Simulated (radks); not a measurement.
# Pd in [Kr] 4d10: an all-electron calculation

An exercise on one series of results from a longer session: the logs are not shown, and one member is left open.

The numbers are computed with radks (a radial shooting solver on a logarithmic mesh, Libxc functionals) version 1 (scalar-relativistic Kohn-Sham, PBEsol, spin-unpolarised, spherical densities, point nucleus), except any that are marked as measured or tabulated.

### What is computed

```
element       : palladium (Z = 46)
charge        : 0
electrons     : 46
configuration : [Kr] 4d10
```

The outer shells:

Pd
```
[Kr] core
4d [↑↓][↑↓][↑↓][↑↓][↑↓]
```

Set-up of the first run:

Settings of this run:

```text
Z 46
configuration [Kr] 4d10 5s0 5p0 4f0 5d0
relativity scalar-relativistic
functional pbe_sol,pbe_sol
spin unpolarised
nucleus point
c 137.035999084
```

Started as:

```sh
python run_ks.py task.json out
```

All runs below come from this command, one after another.

One table of the session follows, with a row left open; its other results are not shown here.

It belongs to the step «Shells». Sizes of the orbitals, from the radial functions (bohr):

```
level      <r>  outermost maximum (interpolated)  90 % within  nodes
   1s  0.03187                            0.0207       0.0572      0
   2s   0.1384                             0.117        0.214      1
   2p   0.1207                            0.0934        0.196      0
   3s        ?                                 ?            ?      ?
   3p   0.3789                             0.335        0.571      1
   3d   0.3578                             0.282        0.567      0
   4s   0.9467                             0.851         1.38      3
   4p    1.044                             0.910         1.55      2
   4d    1.589                              1.10         2.66      1
   5s    3.414                              2.66         5.30      4
```

Q: Estimate the row for 3s from the others.

The run gave: <r>: 0.3796; outermost maximum (interpolated): 0.342; 90 % within: 0.559; nodes: 2. In the column «<r>» it lies between 3p (0.3789) and 4s (0.9467).
